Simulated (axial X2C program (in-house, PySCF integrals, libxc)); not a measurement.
# MoNa⁺: from the state search to constants

Aim: find the lowest determinant of MoNa⁺, scan the bond at several levels and fit the constants, once spin-free and once with spin–orbit coupling.

The runs use an in-house X2C program for linear molecules on PySCF integrals; all-electron X2C, Mo dyall-cv3z, Na dyall-cv3z.

All values are calculated.

**1. Input**

File task.json:

```json
{"zs": [42, 11], "q": 1, "bas": ["dyall-cv3z", "dyall-cv3z"], "levels": ["PBE0", "HF", "PBE"], "cc": true, "r0": 2.93, "thr": -1.0, "nmax": 90, "npts": 10, "nst": 2, "ntry": 6}
```

Keys: zs atomic numbers; q charge; bas basis sets; levels methods (HF also brings MP2); cc coupled cluster on or off; r0 starting distance in Å; thr threshold in hartree for freezing inner shells (an s shell follows its p shell); nmax most natural virtual spinors; npts points asked for on the curve; nst determinants followed; ntry starts of the search.

Run with:

```console
$ python so2c.py task.json out
```

Spin-free means the one-electron spin-free X2C Hamiltonian; two-component (2c) means X2C with spin–orbit coupling and atomic mean-field two-electron Coulomb and Gaunt terms. Basis: Mo dyall-cv3z contracted to [11s12p9d5f3g], Na dyall-cv3z contracted to [9s8p5d2f]; Gaussian nuclei, density fitting. Masses: Mo 97.905 u, Na 22.990 u.

Notation: σ, π±, δ± give the projection m of an orbital's angular momentum (0, ±1, ±2), α and β its spin, Λ and M_S the sums; ω is the projection of a spinor's total angular momentum and Ω the sum. Logs are in hartree.

The results follow Hamiltonian by Hamiltonian and level by level.

**2. Search for the lowest determinant**

PBE0 moves the distance from 2.930 Å to 3.292 Å and compares determinants there.

Spin-free determinants:

| ΔE (eV) | state | open shells |
| --- | --- | --- |
| 0.00 | M_S = 3, Λ = 0 | beyond closed shells: 2 × σα, π+α, π-α, δ+α, δ-α |
| 1.44 | M_S = 2, Λ = 0 | beyond closed shells: π+α, π-α, δ+α, δ-α |
| 1.74 | M_S = 2, Λ = 1 | beyond closed shells: σα, π+α, δ+α, δ-α |
| 2.06 | M_S = 2, Λ = 2 | beyond closed shells: σα, π+α, π-α, δ+α |
| 2.35 | M_S = 2, Λ = 0 | beyond closed shells: 2 × σα, π+α, π-α, δ+β, δ-α |
| 2.50 | M_S = 2, Λ = 1 | beyond closed shells: σα, π+α, π+β, π-α, δ+α, δ-α |
| 3.51 | M_S = 3, Λ = 1 | beyond closed shells: 3 × σα, π+α, δ+α, δ-α |

Two-component determinants:

| ΔE (eV) | state | open shells |
| --- | --- | --- |
| 0.00 | Ω = 3 | excess of +ω over −ω: ω = 1/2, ω = 5/2 |
| 1.44 | Ω = 2 | excess of +ω over −ω: ω = -1/2, ω = 5/2 |
| 1.70 | Ω = 1 | excess of +ω over −ω: ω = -3/2, ω = 5/2 |
| 2.15 | Ω = 4 | excess of +ω over −ω: ω = 3/2, ω = 5/2 |
| 2.20 | Ω = 2 | excess of +ω over −ω: ω = 1/2, ω = 3/2 |
| 2.25 | Ω = 2 | excess of +ω over −ω: 2 × ω = 1/2, ω = -3/2, ω = 5/2 |
| 2.32 | Ω = 4 | excess of +ω over −ω: 3 × ω = 1/2, ω = 5/2 |

**3. PBE0, spin-free**

State followed: M_S = 3, Λ = 0 (beyond closed shells: 2 × σα, π+α, π-α, δ+α, δ-α). The scan is laid around 3.292 Å, a first estimate of the minimum, and this SCF restarts from the orbitals of the search.

The SCF at the reference distance of 3.292 Å:

```text
spin-free X2C-1e  PBE0
basis functions 226  fitting functions 1006  grid points 5088
iter        total energy     max residual
   1      -4210.316672730     9.21e-06
   2      -4210.316672733     1.06e-05
   3      -4210.316672735     1.70e-06
converged
one-electron -5952.67412675  Coulomb 1806.90646442  exact exchange -34.15710264  xc functional -104.65675328  nuclear repulsion 74.26484552
```

Along the bond, energies from the lowest point:

| R (Å) | E (eV) | μ (D) | HOMO (eV) | LUMO (eV) | iterations |
| --- | --- | --- | --- | --- | --- |
| 2.864 | 0.1154 | 6.30 | -10.14 | -6.67 | 10 |
| 2.996 | 0.0482 | 6.75 | -10.02 | -6.59 | 10 |
| 3.095 | 0.0192 | 7.10 | -9.94 | -6.52 | 10 |
| 3.193 | 0.0039 | 7.45 | -9.85 | -6.45 | 10 |
| 3.292 | 0.0000 | 7.82 | -9.76 | -6.38 | 3 |
| 3.407 | 0.0057 | 8.25 | -9.66 | -6.30 | 10 |
| 3.522 | 0.0198 | 8.69 | -9.57 | -6.23 | 10 |
| 3.671 | 0.0471 | 9.28 | -9.44 | -6.14 | 10 |
| 3.852 | 0.0880 | 10.02 | -9.28 | -6.18 | 10 |
| 4.115 | 0.1547 | 11.13 | -9.06 | -6.25 | 10 |

Dipoles are positive if Na is the positive end and refer to the centre of mass.

Outer orbitals at the reference distance:

```tsv
symmetry	occupied	ε (eV)	atomic character
σα	yes	-10.76	81% Mo d, 6% Mo s, 6% Na s
π+α	yes	-10.52	98% Mo d
π-α	yes	-10.52	98% Mo d
δ-α	yes	-10.39	100% Mo d
δ+α	yes	-10.39	100% Mo d
σα	yes	-9.76	56% Mo s, 16% Mo d, 13% Na s
σβ	no	-6.38	50% Na s, 30% Mo s, 8% Mo d
σα	no	-6.04	42% Na s, 34% Mo p, 13% Mo s
π-α	no	-4.80	67% Mo p, 28% Na p, 4% Na d
π+α	no	-4.80	67% Mo p, 28% Na p, 4% Na d
```

PBE0 fields in the half plane through the axis: z from -2.4 to 5.4 Å across, distance from the axis 0.15 to 2.25 Å upwards; Mo lies at z = 0 and Na at z = 3.292 Å; the ELF is damped to zero where the density is low.

log10 density (e/bohr³). Ten even steps from ' ' (-5.61 ) to '@' (1.66 ):
```
....::::------------------------::::::::........      
..::::------============------------::::::::......    
::::------==================------------::::::....    
::::----====++++++++++==========------------::::....  
::----====++++******++++++==================--::::....
::----==++++****##****++++++======++++**++++==--::....
::--====++**##########**++++====++**######**==--::....
::--====++**##%%@@%%##**++++++==++**%%%%%%**++==--::..
```

ELF. Ten even steps from '0' (0.00 ) to '9' (0.86 ):
```
000001122233333210000000000
000012233344455542000000000
000112334444566752000000000
000123344444567730000000000
000123455544567610011000000
001124688764467401565200000
001135873785467205999620000
001136936386466118929830000
```

Re = 3.286 Å, ωe = 112.9 cm⁻¹, Be = 0.08383 cm⁻¹, De = 0.600 eV, μ = 7.80 D.

**4. HF, spin-free**

The SCF at the reference distance of 3.292 Å:

```text
spin-free X2C-1e  HF
basis functions 226  fitting functions 1006  grid points 5088
iter        total energy     max residual
   1      -4208.131227378     3.08e-01
   2      -4208.150302306     3.79e-03
   3      -4208.151025773     1.65e-03
   4      -4208.151207797     8.19e-04
   5      -4208.151262709     5.96e-04
   6      -4208.151299861     2.90e-04
   7      -4208.151310485     1.70e-04
   8      -4208.151312505     6.80e-05
   9      -4208.151312666     3.28e-05
  10      -4208.151312711     1.21e-05
  11      -4208.151312723     4.40e-06
  12      -4208.151312725     1.37e-06
  13      -4208.151312725     5.54e-07
converged
one-electron -5952.80396135  Coulomb 1807.11396857  exact exchange -136.72616546  xc functional 0.00000000  nuclear repulsion 74.26484552
```

Re = 3.382 Å, ωe = 112.8 cm⁻¹, ωexe = 0.496 cm⁻¹, Be = 0.07916 cm⁻¹, De = 0.655 eV, μ = 7.39 D.

**5. PBE, spin-free**

Output at 3.292 Å:

```text
spin-free X2C-1e  PBE
basis functions 226  fitting functions 1006  grid points 5088
iter        total energy     max residual
   1      -4210.232026104     1.03e-01
   2      -4210.234773896     5.52e-03
   3      -4210.234374057     8.19e-03
   4      -4210.235130625     6.36e-04
   5      -4210.235136597     2.81e-04
   6      -4210.235138087     7.84e-05
   7      -4210.235138176     1.04e-05
   8      -4210.235138178     3.66e-06
   9      -4210.235138178     3.06e-07
converged
one-electron -5952.05865855  Coulomb 1806.24884524  exact exchange 0.00000000  xc functional -138.69017038  nuclear repulsion 74.26484552
```

Re = 3.295 Å, ωe = 109.8 cm⁻¹, Be = 0.08338 cm⁻¹, De = 0.589 eV, μ = 7.99 D.

**6. MP2 and beyond, spin-free**

Correlated methods: 6 electrons correlated (frozen shells, counted by type: Mo 4 s, 3 p, 1 d; Na 2 s, 1 p), 316 virtual spinors in MP2, 46 natural virtuals in coupled cluster.

Output of the correlated part at 3.292 Å:

```text
correlated 6  virtual 316  natural virtual 46  E(MP2) -0.077470652  MP2 remainder -0.001051367
iter   CCSD correlation   residual
   1     -0.083381746   5.39e-02
   2     -0.085040220   2.28e-02
   3     -0.085282439   8.85e-03
   4     -0.085311742   2.33e-03
   5     -0.085318430   7.47e-04
   6     -0.085318125   2.55e-04
   7     -0.085318122   8.37e-05
   8     -0.085318072   2.60e-05
   9     -0.085318076   9.56e-06
(T) -0.002311728  T1 0.0278  D1 0.0646  max T2 0.033
```

T1 in the output is the amplitude norm over the root of the electron number; divide by √2 for the Lee–Taylor value.

MP2: Re = 3.329 Å, ωe = 115.6 cm⁻¹, Be = 0.08169 cm⁻¹, De = 0.555 eV.

CCSD: Re = 3.339 Å, ωe = 114.7 cm⁻¹, ωexe = 0.615 cm⁻¹, Be = 0.08121 cm⁻¹, De = 0.570 eV. T1 at Re = 0.020 (Lee–Taylor, the printed value over √2).

CCSD(T): Re = 3.338 Å, ωe = 114.7 cm⁻¹, ωexe = 0.623 cm⁻¹, Be = 0.08126 cm⁻¹, De = 0.565 eV. T1 at Re = 0.020 (Lee–Taylor, the printed value over √2).

**7. A higher determinant, spin-free**

State: M_S = 2, Λ = 0 (beyond closed shells: π+α, π-α, δ+α, δ-α).

Output at the reference distance:

```text
spin-free X2C-1e  PBE0
basis functions 226  fitting functions 1006  grid points 5088
iter        total energy     max residual
   1      -4210.263822031     4.18e-06
   2      -4210.263822032     5.38e-06
converged
one-electron -5950.59119421  Coulomb 1804.75656124  exact exchange -34.11935641  xc functional -104.57467817  nuclear repulsion 74.26484552
```

| R (Å) | E above the lowest PBE0 point (eV) |
| --- | --- |
| 2.864 | 1.556 |
| 2.996 | 1.474 |
| 3.095 | 1.443 |
| 3.193 | 1.433 |
| 3.292 | 1.438 |
| 3.407 | 1.458 |
| 3.522 | 1.490 |
| 3.671 | 1.542 |
| 3.852 | 1.615 |

Re = 3.206 Å, ωe = 148.7 cm⁻¹, ωexe = 0.669 cm⁻¹, Be = 0.0881 cm⁻¹, μ = 6.17 D. Te = 1.43 eV.

**8. The spin-free curves together**

Energy (eV) of the followed determinant, spin-free, from each level's lowest point:

| R (Å) | PBE0 | HF | MP2 | CCSD | CCSD(T) | PBE |
| --- | --- | --- | --- | --- | --- | --- |
| 2.864 | 0.115 | 0.179 | 0.149 | n/a | n/a | 0.116 |
| 2.996 | 0.048 | 0.089 | 0.068 | 0.071 | 0.070 | 0.049 |
| 3.095 | 0.019 | 0.045 | 0.030 | 0.032 | 0.032 | 0.020 |
| 3.193 | 0.004 | 0.018 | 0.009 | 0.010 | 0.010 | 0.004 |
| 3.292 | 0.000 | 0.004 | 0.000 | 0.000 | 0.000 | 0.000 |
| 3.407 | 0.006 | 0.000 | 0.002 | 0.001 | 0.001 | 0.005 |
| 3.522 | 0.020 | 0.007 | 0.014 | 0.012 | 0.012 | 0.017 |
| 3.671 | 0.047 | 0.029 | 0.040 | 0.037 | 0.037 | 0.043 |
| 3.852 | 0.088 | 0.068 | 0.081 | n/a | n/a | 0.080 |
| 4.115 | 0.155 | 0.137 | 0.150 | n/a | n/a | 0.141 |

**9. PBE0, 2c**

State followed: Ω = 3 (excess of +ω over −ω: ω = 1/2, ω = 5/2). The scan is laid around 3.292 Å, a first estimate of the minimum, and this SCF restarts from the orbitals of the search.

Output at 3.292 Å:

```text
two-component X2C + atomic mean field  PBE0
basis functions 226  fitting functions 1006  grid points 5088
iter        total energy     max residual
   1      -4208.697446190     2.90e-06
   2      -4208.697446190     1.65e-06
converged
one-electron -5948.35099041  Coulomb 1806.05409985  exact exchange -34.14162422  xc functional -104.61001324  nuclear repulsion 74.26484552  atomic mean-field constant -1.91376369
```

Along the bond, energies from the lowest point:

| R (Å) | E (eV) | μ (D) | HOMO (eV) | LUMO (eV) | iterations |
| --- | --- | --- | --- | --- | --- |
| 2.864 | 0.1155 | 6.30 | -10.14 | -6.68 | 10 |
| 2.996 | 0.0482 | 6.75 | -10.02 | -6.60 | 10 |
| 3.095 | 0.0192 | 7.10 | -9.94 | -6.53 | 10 |
| 3.193 | 0.0039 | 7.45 | -9.85 | -6.46 | 10 |
| 3.292 | 0.0000 | 7.82 | -9.76 | -6.39 | 2 |
| 3.407 | 0.0056 | 8.25 | -9.66 | -6.31 | 10 |
| 3.522 | 0.0198 | 8.69 | -9.56 | -6.24 | 10 |
| 3.671 | 0.0470 | 9.28 | -9.44 | -6.15 | 10 |
| 3.852 | 0.0878 | 10.01 | -9.28 | -6.18 | 10 |
| 4.115 | 0.1545 | 11.12 | -9.06 | -6.25 | 10 |

Dipoles are positive if Na is the positive end and refer to the centre of mass.

Outer spinors at the reference distance:

```
   ω  occupied  ε (eV)              atomic character  λ mixture
 1/2       yes  -10.76    81% Mo d, 6% Mo s, 6% Na s     100% σ
-1/2       yes  -10.56                      98% Mo d     100% π
 3/2       yes  -10.48                      98% Mo d     100% π
-3/2       yes  -10.48                     100% Mo d     100% δ
 5/2       yes  -10.31                     100% Mo d     100% δ
 1/2       yes   -9.76  56% Mo s, 16% Mo d, 13% Na s     100% σ
-1/2        no   -6.39   50% Na s, 30% Mo s, 8% Mo d     100% σ
 1/2        no   -6.04  42% Na s, 34% Mo p, 13% Mo s     100% σ
-1/2        no   -4.83   68% Mo p, 27% Na p, 4% Na d     100% π
 3/2        no   -4.76   66% Mo p, 29% Na p, 4% Na d     100% π
```

PBE0 fields in the half plane through the axis: z from -2.4 to 5.4 Å across, distance from the axis 0.15 to 2.25 Å upwards; Mo lies at z = 0 and Na at z = 3.292 Å; the ELF is damped to zero where the density is low.

log10 density (e/bohr³). Ten even steps from '0' (-5.61 ) to '9' (1.66 ):
```
112233333333333322221111000
122333444444333333222211100
223334444444443333332221100
223344555554444433333322110
233445566655544444444432211
233455667665554445565543211
234456777776554456777643211
234456789876555456888654321
```

ELF. Ten even steps from '0' (0.00 ) to '9' (0.86 ):
```
000001122233333210000000000
000012233344455542000000000
000112334444566752000000000
000123344444567730000000000
000123455544567610011000000
001124688764467401565200000
001135873785467205999620000
001136936386466118929830000
```

Re = 3.287 Å, ωe = 112.8 cm⁻¹, Be = 0.08381 cm⁻¹, De = 0.600 eV, μ = 7.80 D.

**10. HF, 2c**

The SCF at the reference distance of 3.292 Å:

```text
two-component X2C + atomic mean field  HF
basis functions 226  fitting functions 1006  grid points 5088
iter        total energy     max residual
   1      -4206.512305604     3.07e-01
   2      -4206.531385102     3.84e-03
   3      -4206.532110456     1.65e-03
   4      -4206.532293574     8.17e-04
   5      -4206.532349047     5.95e-04
   6      -4206.532386882     2.88e-04
   7      -4206.532397855     1.68e-04
   8      -4206.532400004     6.59e-05
   9      -4206.532400211     3.19e-05
  10      -4206.532400284     2.06e-05
  11      -4206.532400307     1.24e-05
  12      -4206.532400314     6.14e-06
  13      -4206.532400315     3.76e-06
  14      -4206.532400316     1.96e-06
converged
one-electron -5948.47982775  Coulomb 1806.26071357  exact exchange -136.66436797  xc functional 0.00000000  nuclear repulsion 74.26484552  atomic mean-field constant -1.91376369
```

Re = 3.383 Å, ωe = 112.7 cm⁻¹, ωexe = 0.495 cm⁻¹, Be = 0.07912 cm⁻¹, De = 0.655 eV, μ = 7.40 D.

**11. PBE, 2c**

The SCF at the reference distance of 3.292 Å:

```text
two-component X2C + atomic mean field  PBE
basis functions 226  fitting functions 1006  grid points 5088
iter        total energy     max residual
   1      -4208.612687298     1.03e-01
   2      -4208.615435536     5.54e-03
   3      -4208.615035879     8.22e-03
   4      -4208.615791834     6.34e-04
   5      -4208.615797794     2.81e-04
   6      -4208.615799276     7.84e-05
   7      -4208.615799365     1.04e-05
   8      -4208.615799367     3.66e-06
   9      -4208.615799367     3.06e-07
converged
one-electron -5947.73603409  Coulomb 1805.39700884  exact exchange 0.00000000  xc functional -138.62785594  nuclear repulsion 74.26484552  atomic mean-field constant -1.91376369
```

Re = 3.296 Å, ωe = 109.7 cm⁻¹, Be = 0.08337 cm⁻¹, De = 0.589 eV, μ = 7.99 D.

**12. MP2 and beyond, 2c**

Correlated methods: 6 electrons correlated (frozen shells, counted by type: Mo 4 s, 3 p, 1 d; Na 2 s, 1 p), 316 virtual spinors in MP2, 46 natural virtuals in coupled cluster.

Output of the correlated part at 3.292 Å:

```text
correlated 6  virtual 316  natural virtual 46  E(MP2) -0.077492977  MP2 remainder -0.001073952
iter   CCSD correlation   residual
   1     -0.083381162   5.39e-02
   2     -0.085035598   2.28e-02
   3     -0.085276844   8.83e-03
   4     -0.085305901   2.32e-03
   5     -0.085312531   7.42e-04
   6     -0.085312221   2.52e-04
   7     -0.085312220   8.26e-05
   8     -0.085312171   2.56e-05
   9     -0.085312175   9.40e-06
(T) -0.002307839  T1 0.0278  D1 0.0644  max T2 0.033
```

MP2: Re = 3.330 Å, ωe = 115.6 cm⁻¹, Be = 0.08167 cm⁻¹, De = 0.555 eV.

CCSD: Re = 3.340 Å, ωe = 114.6 cm⁻¹, ωexe = 0.615 cm⁻¹, Be = 0.08118 cm⁻¹, De = 0.569 eV. T1 at Re = 0.020 (Lee–Taylor, the printed value over √2).

CCSD(T): Re = 3.339 Å, ωe = 114.7 cm⁻¹, ωexe = 0.623 cm⁻¹, Be = 0.08124 cm⁻¹, De = 0.565 eV. T1 at Re = 0.020 (Lee–Taylor, the printed value over √2).

**13. A higher determinant, 2c**

State: Ω = 2 (excess of +ω over −ω: ω = -1/2, ω = 5/2).

Output at the reference distance:

```text
two-component X2C + atomic mean field  PBE0
basis functions 226  fitting functions 1006  grid points 5088
iter        total energy     max residual
   1      -4208.644495225     8.41e-06
   2      -4208.644495227     4.53e-06
converged
one-electron -5946.27472880  Coulomb 1803.91105780  exact exchange -34.10388214  xc functional -104.52802391  nuclear repulsion 74.26484552  atomic mean-field constant -1.91376369
```

| R (Å) | E above the lowest PBE0 point (eV) |
| --- | --- |
| 2.864 | 1.558 |
| 2.996 | 1.476 |
| 3.095 | 1.446 |
| 3.193 | 1.436 |
| 3.292 | 1.441 |
| 3.407 | 1.461 |
| 3.522 | 1.493 |
| 3.671 | 1.545 |
| 3.852 | 1.618 |

Re = 3.206 Å, ωe = 148.7 cm⁻¹, ωexe = 0.669 cm⁻¹, Be = 0.08811 cm⁻¹, μ = 6.17 D. Te = 1.44 eV.

**14. The 2c curves together**

Energy (eV) of the followed determinant, 2c, from each level's lowest point:

| R (Å) | PBE0 | HF | MP2 | CCSD | CCSD(T) | PBE |
| --- | --- | --- | --- | --- | --- | --- |
| 2.864 | 0.115 | 0.179 | 0.149 | n/a | n/a | 0.116 |
| 2.996 | 0.048 | 0.089 | 0.068 | 0.071 | 0.070 | 0.049 |
| 3.095 | 0.019 | 0.045 | 0.030 | 0.032 | 0.032 | 0.020 |
| 3.193 | 0.004 | 0.018 | 0.009 | 0.010 | 0.010 | 0.004 |
| 3.292 | 0.000 | 0.004 | 0.000 | 0.000 | 0.000 | 0.000 |
| 3.407 | 0.006 | 0.000 | 0.002 | 0.001 | 0.001 | 0.005 |
| 3.522 | 0.020 | 0.007 | 0.014 | 0.012 | 0.012 | 0.017 |
| 3.671 | 0.047 | 0.029 | 0.039 | 0.037 | 0.037 | 0.042 |
| 3.852 | 0.088 | 0.067 | 0.081 | n/a | n/a | 0.080 |
| 4.115 | 0.154 | 0.137 | 0.149 | n/a | n/a | 0.141 |

The whole job took 1.9 min on 1 thread of Arm Neoverse V1, shared host.

**15. Results**

Lowest determinant that the search found at its distance, spin-free: M_S = 3, Λ = 0 (beyond closed shells: 2 × σα, π+α, π-α, δ+α, δ-α).

Lowest determinant that the search found at its distance, 2c: Ω = 3 (excess of +ω over −ω: ω = 1/2, ω = 5/2).

| Hamiltonian | level | Re (Å) | ωe (cm⁻¹) | De (eV) | μ (D) |
| --- | --- | --- | --- | --- | --- |
| spin-free | PBE0 | 3.286 | 112.9 | 0.600 | 7.80 |
| spin-free | HF | 3.382 | 112.8 | 0.655 | 7.39 |
| spin-free | MP2 | 3.329 | 115.6 | 0.555 | n/a |
| spin-free | CCSD | 3.339 | 114.7 | 0.570 | n/a |
| spin-free | CCSD(T) | 3.338 | 114.7 | 0.565 | n/a |
| spin-free | PBE | 3.295 | 109.8 | 0.589 | 7.99 |
| 2c | PBE0 | 3.287 | 112.8 | 0.600 | 7.80 |
| 2c | HF | 3.383 | 112.7 | 0.655 | 7.40 |
| 2c | MP2 | 3.330 | 115.6 | 0.555 | n/a |
| 2c | CCSD | 3.340 | 114.6 | 0.569 | n/a |
| 2c | CCSD(T) | 3.339 | 114.7 | 0.565 | n/a |
| 2c | PBE | 3.296 | 109.7 | 0.589 | 7.99 |

Dipoles are positive if Na is the positive end and refer to the centre of mass.

Time per point (s) on 1 thread of Arm Neoverse V1, shared host (2c runs; CCSD comes with the CCSD(T) run); the times are rough: PBE0 0.63, HF 0.58, MP2 0.69, CCSD(T) 1.2, PBE 0.3.

**Reading.** At CCSD(T), going from spin-free to two-component changes Re by +1 mÅ, ωe by -0.1 %; the spin-free picture holds up (part of it comes from the scalar share of the two-electron terms). De moves by 0.00 eV; both De rest on single-determinant atoms, which can miss part of an open shell's spin–orbit lowering.

De refers to Mo + Na+, each in the lowest determinant found, which need not be this curve's own limit. Each curve is one determinant whose occupation by symmetry is held fixed; it was picked as the lowest of a PBE0 search that is not exhaustive. Dissociation energies refer to the lowest single-determinant-based atoms at the same level and basis. Density functionals use the spin component along the axis (collinear). Coupled cluster ran in a truncated set of natural virtual spinors; the MP2 energy of the rest was added. With several unpaired electrons one determinant need not be a pure state. With the outer-core shells frozen, correlated bond lengths of heavy atoms tend to come out a few hundredths of an ångström too long.
